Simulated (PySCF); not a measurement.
# C₄H₅F₂NO₂: excited-state relaxation

Aim: compute the excited-state relaxation of C₄H₅F₂NO₂ (`C=C(OC(F)F)C(N)=O`).

Programs: PySCF 2.14.0, with routines of our own; each step states its level. All values are computed. Atoms count from 0.

## 1. The system as given

14 atoms, charge 0, multiplicity 1; geometry from: GFN2-xTB.

## 2. Optimising the geometry at PBE/6-31G*

Job settings and geometry (Å):

```
{"job": {"xc": "PBE", "basis": "6-31G*", "grid": 1, "kind": "geom"}, "charge": 0, "multiplicity": 1}
C      0.740805     1.701166    -0.621905
C      0.062435     0.591823    -0.353705
O     -1.315157     0.650209    -0.310784
C     -2.009741    -0.428450     0.139479
F     -3.296066    -0.060252     0.196393
F     -1.646474    -0.743492     1.411257
C      0.725793    -0.747287    -0.174436
N      1.850657    -0.714641     0.567051
O      0.295609    -1.759418    -0.685591
H      0.225668     2.626932    -0.802962
H      1.810682     1.693735    -0.706147
H     -1.922021    -1.341204    -0.471770
H      2.337803    -1.580816     0.731830
H      2.139328     0.111221     1.059123
```

Run with:

```bash
$ OMP_NUM_THREADS=1 python excited_run.py task.json out
```

This one command runs all jobs of the session in turn.

Standard output:

```text
step   0  E = -559.68894047  max force = 0.031555
step   1  E = -559.69374224  max force = 0.005604
step   2  E = -559.69384624  max force = 0.002574
step   3  E = -559.69391736  max force = 0.002476
step   4  E = -559.69400360  max force = 0.001217
step   5  E = -559.69405242  max force = 0.000946
step   6  E = -559.69405417  max force = 0.003480
step   7  E = -559.69412860  max force = 0.002213
step   8  E = -559.69417764  max force = 0.001299
step   9  E = -559.69417386  max force = 0.000484
step  10  E = -559.69417982  max force = 0.000321
optimisation converged
```

Wall time 1.9 min (1 thread of Intel Xeon Platinum 8488C, shared host); peak memory 0.53 GiB.

Relaxation path:

```
step  energy from step 0 (eV)  largest force component (eV/Å)
   0                   0.0000                          1.6226
   1                  -0.1307                          0.2882
   2                  -0.1335                          0.1324
   3                  -0.1354                          0.1273
   4                  -0.1378                          0.0626
   5                  -0.1391                          0.0486
   6                  -0.1392                          0.1789
   7                  -0.1412                          0.1138
   8                  -0.1425                          0.0668
   9                  -0.1424                          0.0249
  10                  -0.1426                          0.0165
```

Close pairs (by a distance rule), those that changed most:

```
  bond  before (Å)  after (Å)  change (Å)
 O2–C3       1.360      1.400      +0.040
 C6–N7       1.348      1.374      +0.026
 C6–O8       1.213      1.235      +0.022
 C0–C1       1.328      1.348      +0.020
 C0–H9       1.075      1.093      +0.018
C0–H10       1.073      1.091      +0.018
N7–H13       1.004      1.017      +0.014
 C3–F4       1.339      1.352      +0.013
```

The final coordinates are the input of the step that follows.

```
                         at the end point                value
  point group (found at 0.08 Å tolerance)                   C1
rotational constants (GHz, main isotopes)  2.702, 1.171, 0.988
                        dipole moment (D)                 3.59
```

## 3. Excited-state relaxation: TDA PBE/6-31G*

Job settings and geometry (Å):

```
{"job": {"kind": "xopt", "state": "S1", "method": "TDA", "freq": false, "xc": "PBE", "basis": "6-31G*", "grid": 1}, "charge": 0, "multiplicity": 1}
C      0.524189     1.453727    -0.821082
C     -0.152448     0.303851    -0.631371
O     -1.527885     0.327367    -0.721233
C     -2.258948    -0.655737    -0.044563
F     -3.535336    -0.210476    -0.043014
F     -1.822479    -0.744515     1.253106
C      0.520563    -1.042880    -0.488296
N      1.744867    -1.005440     0.133543
O      0.024884    -2.077021    -0.947045
H     -0.007176     2.394637    -0.983303
H      1.613369     1.452179    -0.883941
H     -2.189589    -1.646293    -0.515427
H      2.182047    -1.908166     0.313616
H      1.969468    -0.241118     0.766241
```

Level: TDA PBE/6-31G* excited-state geometry optimisation, gas phase.

Standard output:

```text
final grid: 59160 points
cycle   1  E = -559.3857849647  dE =  1.409e+00  |g| = 1.274e+00  |ddm| = 3.835e+00
cycle   2  E = -557.4619320579  dE =  1.924e+00  |g| = 3.182e+00  |ddm| = 4.560e+00
cycle   3  E = -559.5577921916  dE = -2.096e+00  |g| = 7.727e-01  |ddm| = 4.161e+00
cycle   4  E = -559.6840011205  dE = -1.262e-01  |g| = 2.115e-01  |ddm| = 8.580e-01
cycle   5  E = -559.6877733385  dE = -3.772e-03  |g| = 1.550e-01  |ddm| = 3.148e-01
cycle   6  E = -559.6935717554  dE = -5.798e-03  |g| = 4.854e-02  |ddm| = 1.830e-01
cycle   7  E = -559.6941266316  dE = -5.549e-04  |g| = 1.459e-02  |ddm| = 4.931e-02
cycle   8  E = -559.6941733142  dE = -4.668e-05  |g| = 5.346e-03  |ddm| = 1.523e-02
cycle   9  E = -559.6941795004  dE = -6.186e-06  |g| = 1.248e-03  |ddm| = 5.114e-03
cycle  10  E = -559.6941797428  dE = -2.425e-07  |g| = 6.276e-04  |ddm| = 1.290e-03
cycle  11  E = -559.6941798042  dE = -6.139e-08  |g| = 2.256e-04  |ddm| = 6.421e-04
cycle  12  E = -559.6941798139  dE = -9.664e-09  |g| = 6.461e-05  |ddm| = 2.236e-04
cycle  13  E = -559.6941798141  dE = -2.153e-10  |g| = 5.621e-05  |ddm| = 8.914e-05
cycle  14  E = -559.6941798147  dE = -6.537e-10  |g| = 4.417e-06  |ddm| = 4.412e-05
converged SCF energy = -559.6941798147

vertical S1 at the ground-state geometry: 4.2667 eV
step    E(state)/Eh    max force   excitation/eV  root
  0    -559.53027423   0.167036     4.3959      1
  1    -559.56163498   0.032028     3.1818      1
  2    -559.56922068   0.013963     2.7870      1
  3    -559.57006538   0.011893     2.4291      1
  4    -559.57129365   0.007395     2.4515      1
  5    -559.57149207   0.009132     2.5325      1
  6    -559.57191135   0.005764     2.4992      1
  7    -559.57297905   0.005320     2.3271      1
  8    -559.57345394   0.018482     2.0302      1
  9    -559.57437963   0.005415     2.1292      1
 10    -559.57460469   0.002846     2.1873      1
 11    -559.57421355   0.005740     2.3161      1
 12    -559.57461261   0.003229     2.2494      1
 13    -559.57470977   0.001018     2.2118      1
 14    -559.57471089   0.000506     2.2056      1
 15    -559.57471954   0.000693     2.2058      1
 16    -559.57472795   0.000514     2.2069      1
 17    -559.57473397   0.000417     2.2073      1
optimisation converged
vertical emission 2.2073 eV, adiabatic 3.2503 eV, Stokes shift 2.0594 eV, reorganisation 1.0164 (excited) and 1.0429 eV (ground)
```

Wall time 5 min (1 thread of Intel Xeon Platinum 8488C, shared host); peak memory 0.65 GiB.

From this job:

```
                 quantity    value
  vertical absorption, S1  4.27 eV
     adiabatic energy, S1  3.25 eV
    vertical emission, S1  2.21 eV
         Stokes shift, S1  2.06 eV
geometry moved (RMSD), S1  0.966 Å
```

Bonds of the start that changed most:

```
 bond  start (Å)  end (Å)
C1–C6      1.512    1.414
C6–O8      1.235    1.316
C0–C1      1.348    1.413
C1–O2      1.379    1.425
O2–C3      1.400    1.377
C6–N7      1.374    1.364
```

## 4. Excited-state relaxation: UKS PBE/6-31G*

The job, as its differences from that of step 3:

```diff
@@ -1,2 +1,2 @@
-{"job": {"kind": "xopt", "state": "S1", "method": "TDA", "freq": false, "xc": "PBE", "basis": "6-31G*", "grid": 1}, "charge": 0, "multiplicity": 1}
+{"job": {"kind": "xopt", "state": "T1", "method": "UKS", "freq": false, "xc": "PBE", "basis": "6-31G*", "grid": 1}, "charge": 0, "multiplicity": 1}
 C      0.524189     1.453727    -0.821082
```

Method: UKS PBE/6-31G* excited-state geometry optimisation, gas phase.

Standard output:

```text
final grid: 59160 points
cycle   1  E = -559.3857849647  dE =  1.409e+00  |g| = 1.274e+00  |ddm| = 3.835e+00
cycle   2  E = -557.4619320579  dE =  1.924e+00  |g| = 3.182e+00  |ddm| = 4.560e+00
cycle   3  E = -559.5577921916  dE = -2.096e+00  |g| = 7.727e-01  |ddm| = 4.161e+00
cycle   4  E = -559.6840011205  dE = -1.262e-01  |g| = 2.115e-01  |ddm| = 8.580e-01
cycle   5  E = -559.6877733385  dE = -3.772e-03  |g| = 1.550e-01  |ddm| = 3.148e-01
cycle   6  E = -559.6935717554  dE = -5.798e-03  |g| = 4.854e-02  |ddm| = 1.830e-01
cycle   7  E = -559.6941266316  dE = -5.549e-04  |g| = 1.459e-02  |ddm| = 4.931e-02
cycle   8  E = -559.6941733142  dE = -4.668e-05  |g| = 5.346e-03  |ddm| = 1.523e-02
cycle   9  E = -559.6941795004  dE = -6.186e-06  |g| = 1.248e-03  |ddm| = 5.114e-03
cycle  10  E = -559.6941797428  dE = -2.425e-07  |g| = 6.276e-04  |ddm| = 1.290e-03
cycle  11  E = -559.6941798042  dE = -6.139e-08  |g| = 2.256e-04  |ddm| = 6.421e-04
cycle  12  E = -559.6941798139  dE = -9.664e-09  |g| = 6.461e-05  |ddm| = 2.236e-04
cycle  13  E = -559.6941798141  dE = -2.153e-10  |g| = 5.621e-05  |ddm| = 8.914e-05
cycle  14  E = -559.6941798147  dE = -6.537e-10  |g| = 4.417e-06  |ddm| = 4.412e-05
converged SCF energy = -559.6941798147

vertical T1 at the ground-state geometry: 3.5479 eV
step    E(state)/Eh    max force   <S^2>
  0    -559.55349972   0.172479    2.0038
  1    -559.58556677   0.018157    2.0047
  2    -559.58992735   0.012261    2.0047
  3    -559.59241480   0.027065    2.0052
  4    -559.59790116   0.018740    2.0051
  5    -559.59817510   0.018287    2.0048
  6    -559.60151808   0.026865    2.0049
  7    -559.60270314   0.016801    2.0050
  8    -559.60517521   0.004972    2.0048
  9    -559.60560198   0.003585    2.0047
 10    -559.60602388   0.002030    2.0047
 11    -559.60611864   0.000894    2.0047
 12    -559.60617248   0.001576    2.0046
 13    -559.60618463   0.001047    2.0046
 14    -559.60619497   0.000731    2.0046
 15    -559.60620014   0.001019    2.0046
 16    -559.60620773   0.001083    2.0046
 17    -559.60621291   0.000430    2.0046
optimisation converged
vertical emission -0.5957 eV, adiabatic 2.3937 eV, Stokes shift 4.1436 eV, reorganisation 1.1542 (excited) and 2.9894 eV (ground)
```

It took 5.2 min on 1 thread of Intel Xeon Platinum 8488C, shared host; peak memory 0.58 GiB.

In short:

```
                                     quantity     value
vertical gap at the ground-state geometry, T1   3.55 eV
                         adiabatic energy, T1   2.39 eV
     vertical gap at the relaxed geometry, T1  -0.60 eV
               difference of the two gaps, T1   4.14 eV
                    geometry moved (RMSD), T1   0.646 Å
```

Bonds of the start that changed most:

```
 bond  start (Å)  end (Å)
C0–C1      1.348    1.459
C1–C6      1.512    1.470
O2–C3      1.400    1.417
C3–F5      1.372    1.360
C6–O8      1.235    1.247
C6–N7      1.374    1.385
```

## 5. What came out

| quantity | value |
| --- | --- |
| point group | C1 |
| rotational constants (main isotopes) | 2.70, 1.17, 0.99 GHz |
| vertical absorption, S1 (step 3, TDA PBE/6-31G*) | 4.27 eV |
| adiabatic energy, S1 (step 3, TDA PBE/6-31G*) | 3.25 eV |
| vertical emission, S1 (step 3, TDA PBE/6-31G*) | 2.21 eV |
| Stokes shift, S1 (step 3, TDA PBE/6-31G*) | 2.06 eV |
| vertical gap at the ground-state geometry, T1 (step 4, UKS PBE/6-31G*) | 3.55 eV |
| adiabatic energy, T1 (step 4, UKS PBE/6-31G*) | 2.39 eV |
| vertical gap at the relaxed geometry, T1 (step 4, UKS PBE/6-31G*) | -0.60 eV |
| difference of the two gaps, T1 (step 4, UKS PBE/6-31G*) | 4.14 eV |

In words: The optimisation took 10 steps and gained 0.143 eV; among the close pairs (by a distance rule), O2–C3 changed most, from 1.360 to 1.400 Å. In steps 3, 4 the harmonic model is doubtful. Where no frequencies were run, the relaxed excited state may be a saddle. In step 3 (excited-state relaxation), among the bonds C1–C6 changes most, from 1.512 to 1.414 Å. The atoms move far more than that, so angles or torsions carry the main change. In step 4 the gap at the relaxed geometry is under 0.8 eV (below zero), where a single closed-shell reference fails, so that gap and differences built on it are unreliable. In step 4 (excited-state relaxation), among the bonds C0–C1 changes most, from 1.348 to 1.459 Å. The atoms move far more than that, so angles or torsions carry the main change. ΔSCF (UKS) and response values aren't on one footing and may follow different states, so their differences aren't method errors alone, and singlets and triplets from the two don't rank.
